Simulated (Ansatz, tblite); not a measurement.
# Sn(NMe2)Me3 (C5H15NSn): spin states and exact exchange

Is the singlet the ground state of Sn(NMe2)Me3 (C5H15NSn)? Other spin states are computed and compared level by level.

Program: Ansatz 0.2.0, Gaussian basis. Level of theory: as each input shows. These are calculated values, not measurements.

Levels to be run: triplet, at the geometry of the singlet (GFN1-xTB, GFN2-xTB, PBE0-D4/def2-TZVP, PBE-D4/def2-TZVP, r2SCAN-D4/def2-TZVP); the singlet's energies come from earlier runs.

3 further runs of the same task are left out: 3 set aside as unsound or not needed.

## (1) The structure

The singlet was relaxed beforehand with PBE0-D4/def2-SVP.

22 atoms, charge 0, spin multiplicity 1.

Bond lengths: Sn1–N2 2.057 Å, Sn1–C11 2.160 Å, Sn1–C15 2.149 Å, Sn1–C19 2.149 Å, N2–C3 1.436 Å, N2–C4 1.437 Å, C3–H5 1.109 Å, C3–H6 1.103 Å, C3–H7 1.115 Å, C4–H8 1.103 Å, C4–H9 1.115 Å, C4–H10 1.109 Å, C11–H12 1.100 Å, C11–H13 1.100 Å, C11–H14 1.100 Å, C15–H16 1.100 Å, C15–H17 1.100 Å, C15–H18 1.100 Å and more. Angles: N2–Sn1–C11 111.5°, N2–Sn1–C15 105.3°, N2–Sn1–C19 105.4°, C11–Sn1–C15 110.8°, C11–Sn1–C19 111.0°, C15–Sn1–C19 112.6°, Sn1–N2–C3 118.8°, Sn1–N2–C4 119.1°, C3–N2–C4 113.1°, N2–C3–H5 110.9°, N2–C3–H6 111.0°, N2–C3–H7 114.3°, H5–C3–H6 106.7°, H5–C3–H7 106.4°, H6–C3–H7 107.3°, N2–C4–H8 111.0°, N2–C4–H9 114.3°, N2–C4–H10 110.8° and more.

Sn takes a core potential in the def2 sets. No spin-orbit coupling is included.

## (2) Triplet at the fixed geometry, GFN1-xTB

Tight binding, by tblite at 300 K electronic temperature and without a spin-polarisation term:

```python
tblite.interface.Calculator('GFN1-xTB', numbers, positions, charge=0, uhf=2).singlepoint()
```

Energy -656.5843 eV; 0.017 s.

## (3) Triplet at the fixed geometry, GFN2-xTB

Tight binding, by tblite at 300 K electronic temperature and without a spin-polarisation term:

```python
tblite.interface.Calculator('GFN2-xTB', numbers, positions, charge=0, uhf=2).singlepoint()
```

Energy -629.5653 eV; 0.014 s.

## (4) Triplet at the fixed geometry, PBE0-D4/def2-TZVP

in.yaml reads:

```yaml
crystal:
  periodic: [false, false, false]
  atoms:
    - {symbol: Sn, position_ang: [-0.057841, 0.003468, -0.765055]}
    - {symbol: N, position_ang: [-0.291028, 0.014676, 1.278343]}
    - {symbol: C, position_ang: [0.080252, 1.192774, 2.011390]}
    - {symbol: C, position_ang: [-0.071878, -1.200225, 2.013446]}
    - {symbol: H, position_ang: [-0.487655, 1.261884, 2.961340]}
    - {symbol: H, position_ang: [-0.151748, 2.105328, 1.437207]}
    - {symbol: H, position_ang: [1.159506, 1.239681, 2.286625]}
    - {symbol: H, position_ang: [-0.414265, -2.077239, 1.439562]}
    - {symbol: H, position_ang: [0.992392, -1.381378, 2.292510]}
    - {symbol: H, position_ang: [-0.647098, -1.196355, 2.961707]}
    - {symbol: C, position_ang: [2.027489, -0.068690, -1.322781]}
    - {symbol: H, position_ang: [2.492867, -0.988999, -0.941358]}
    - {symbol: H, position_ang: [2.563045, 0.796837, -0.906587]}
    - {symbol: H, position_ang: [2.129833, -0.050939, -2.418174]}
    - {symbol: C, position_ang: [-0.968693, 1.825710, -1.450136]}
    - {symbol: H, position_ang: [-1.092720, 1.799938, -2.543041]}
    - {symbol: H, position_ang: [-0.348428, 2.696377, -1.191690]}
    - {symbol: H, position_ang: [-1.957756, 1.942752, -0.983370]}
    - {symbol: C, position_ang: [-1.098799, -1.748217, -1.448084]}
    - {symbol: H, position_ang: [-1.233546, -1.706348, -2.538796]}
    - {symbol: H, position_ang: [-2.088136, -1.801069, -0.971242]}
    - {symbol: H, position_ang: [-0.535784, -2.659987, -1.201787]}
basis:
  gaussian: {orbitals: def2-TZVP}
magnetization: {spin_polarized: true, initial_magnetization: 2}
hamiltonian: {xc: pbe0, dispersion: d4}
scf: {omitted_lower_state_checks: [starts]}
output: {orbitals: {seedname: orbitals}}
```

On the command line:

```console
$ ansatz run in.yaml --threads 2 --pin off --events-out ev --progress --plain --max-ram 22528MiB --backend cuda --devices 0, --max-vram 18GiB
```

Standard output:

```text
Functional definition: PBE0
  name "PBE0"
  cite "Adamo & Barone, J. Chem. Phys. 110, 6158 (1999) doi:10.1063/1.478522"
  cite "Perdew, Burke & Ernzerhof, Phys. Rev. Lett. 77, 3865 (1996) doi:10.1103/PhysRevLett.77.3865"
  parent pbe
  parameter a = 0.25
  parameter kappa = 0.804
  parameter beta = 0.06672455060314922
  exchange = (1 - a)*pbe_x(kappa = kappa, mu = beta*pi^2/3) + a*exact_x
  correlation = pbe_c(beta = beta)
these checks for a lower state are left out or cut short: starts
2176 factors; their error is unknown
mean field evaluation 1: about -12718.9892 eV, gradient 6.8e1 eV
mean field evaluation 2: about -12704.6491 eV, gradient 7.8e1 eV
mean field evaluation 4: about -12740.3058 eV, gradient 8.8e0 eV
mean field evaluation 8: about -12740.7220 eV, gradient 4.4e-1 eV
mean field evaluation 16: about -12740.7768 eV, gradient 3.1e-3 eV
mean field -12740.77684521 eV, -468.2149130526 hartree, gradient 2.8e-5 eV, S^2 2.007478; 0 other end points of the search recorded, 0 dependent functions left out
reference -12740.77689504 eV, -468.2149148841 hartree; 38, 36 occupied and 288, 290 virtual orbitals, 2176 factors
Total energy: -12741.22875091 eV, -468.2315202809 hartree
Checks for a lower state left out: starts
```

Run time: 4.5 s. Hardware: 1 × H100 (card shared with other runs) with 2 threads of AMD EPYC 7R13, shared host; peak host memory 0.94 GiB.

From the report: HOMO -1.16 eV, LUMO -4.06 eV (over both spins; with the spin held, an empty level of the minority spin lies below the top filled one); ⟨S²⟩ 2.007 (pure: 2.00).

## (5) Triplet at the fixed geometry, PBE-D4/def2-TZVP

start.molden holds the orbitals of an earlier run on this state, given as this run's starting guess.

Edit in.yaml of step 4 so:

```diff
@@ -26,5 +26,5 @@
 basis:
-  gaussian: {orbitals: def2-TZVP}
+  gaussian: {orbitals: def2-TZVP, initial_orbitals: start.molden}
 magnetization: {spin_polarized: true, initial_magnetization: 2}
-hamiltonian: {xc: pbe0, dispersion: d4}
+hamiltonian: {xc: pbe, dispersion: d4}
 scf: {omitted_lower_state_checks: [starts]}
```

Launched as before.

Standard output:

```text
Functional definition: PBE
  name "PBE"
  cite "Perdew, Burke & Ernzerhof, Phys. Rev. Lett. 77, 3865 (1996) doi:10.1103/PhysRevLett.77.3865"
  parent pbe
  parameter kappa = 0.804
  parameter beta = 0.06672455060314922
  exchange = pbe_x(kappa = kappa, mu = beta*pi^2/3)
  correlation = pbe_c(beta = beta)
these checks for a lower state are left out or cut short: starts
2103 factors; their error is unknown
mean field evaluation 1: about -12739.4503 eV, gradient 7.6e0 eV
mean field evaluation 2: about -12739.6616 eV, gradient 3.5e-1 eV
mean field evaluation 4: about -12739.6158 eV, gradient 7.7e-2 eV
mean field evaluation 8: about -12739.6159 eV, gradient 1.4e-4 eV
mean field -12739.61589294 eV, -468.1722488438 hartree, gradient 1.9e-5 eV, S^2 2.004094; 0 other end points of the search recorded, 0 dependent functions left out
reference -12739.61595553 eV, -468.1722511438 hartree; 38, 36 occupied and 288, 290 virtual orbitals, 2103 factors
Total energy: -12740.13827819 eV, -468.1914461476 hartree
Checks for a lower state left out: starts
```

Wall time 3.8 s (1 × H100 (card shared with other runs) with 2 threads of AMD EPYC 7R13, shared host); peak host memory 0.89 GiB.

Report: HOMO -0.79 eV, LUMO -5.27 eV (over both spins; with the spin held, an empty level of the minority spin lies below the top filled one); ⟨S²⟩ 2.004 (pure: 2.00).

## (6) Triplet at the fixed geometry, r2SCAN-D4/def2-TZVP

Edit in.yaml of step 5 so:

```diff
@@ -28,3 +28,3 @@
 magnetization: {spin_polarized: true, initial_magnetization: 2}
-hamiltonian: {xc: pbe, dispersion: d4}
+hamiltonian: {xc: r2scan, dispersion: d4}
 scf: {omitted_lower_state_checks: [starts]}
```

Launched as before.

Standard output:

```text
Functional definition: r2SCAN
  name "r2SCAN"
  cite "Furness, Kaplan, Ning, Perdew & Sun, J. Phys. Chem. Lett. 11, 8208 (2020) doi:10.1021/acs.jpclett.0c02405"
  cite "Furness, Kaplan, Ning, Perdew & Sun, J. Phys. Chem. Lett. 11, 9248 (2020) doi:10.1021/acs.jpclett.0c03077"
  parent r2scan
  parameter k0 = 0.174
  parameter k1 = 0.065
  parameter a1 = 4.9479
  exchange = r2scan_x(k0 = k0, k1 = k1, a1 = a1)
  correlation = r2scan_c
these checks for a lower state are left out or cut short: starts
2103 factors; their error is unknown
mean field evaluation 1: about -12747.1446 eV, gradient 4.7e0 eV
mean field evaluation 2: about -12747.2265 eV, gradient 1.2e-1 eV
mean field evaluation 4: about -12747.1852 eV, gradient 1.2e-2 eV
mean field evaluation 8: about -12747.1852 eV, gradient 1.3e-5 eV
mean field -12747.18524458 eV, -468.4504173859 hartree, gradient 1.6e-5 eV, S^2 2.009414; 0 other end points of the search recorded, 0 dependent functions left out
reference -12747.18526683 eV, -468.4504182033 hartree; 38, 36 occupied and 288, 290 virtual orbitals, 2103 factors
Total energy: -12747.33135150 eV, -468.4557867162 hartree
Checks for a lower state left out: starts
```

Wall time 4.3 s (1 × H100 (card shared with other runs) with 2 threads of AMD EPYC 7R13, shared host); peak host memory 1 GiB.

From the report: HOMO -0.63 eV, LUMO -4.75 eV (over both spins; with the spin held, an empty level of the minority spin lies below the top filled one); ⟨S²⟩ 2.009 (pure: 2.00).

## (7) Triplet less singlet, vertical

The singlet's energies are those of its earlier runs, whose logs aren't repeated here.

| level | triplet less singlet, vertical (kJ/mol) | time |
| --- | --- | --- |
| GFN1-xTB | +441.3 | 0.03 s |
| GFN2-xTB | +417.4 | 0.024 s |
| PBE-D4/def2-TZVP | +422.3 | 6.1 s |
| r2SCAN-D4/def2-TZVP | +439.6 | 6.8 s |
| PBE0-D4/def2-TZVP | +452.8 | 6.9 s |

Times add the two runs; a level without a time comes out of a correlated run. Tight binding without a spin term can't rank spin states.

## (8) Outcome

```
                                                quantity                                       value
triplet less singlet, vertical, functionals in def2-TZVP  +422.3 (PBE-D4) to +452.8 kJ/mol (PBE0-D4)
```

What this shows: All functionals put the triplet above the singlet, over a spread of 30.6 kJ/mol. The checks for a lower triplet were left out, so another state of that spin may lie lower. These are electronic energies, without zero-point motion, entropy or surroundings.
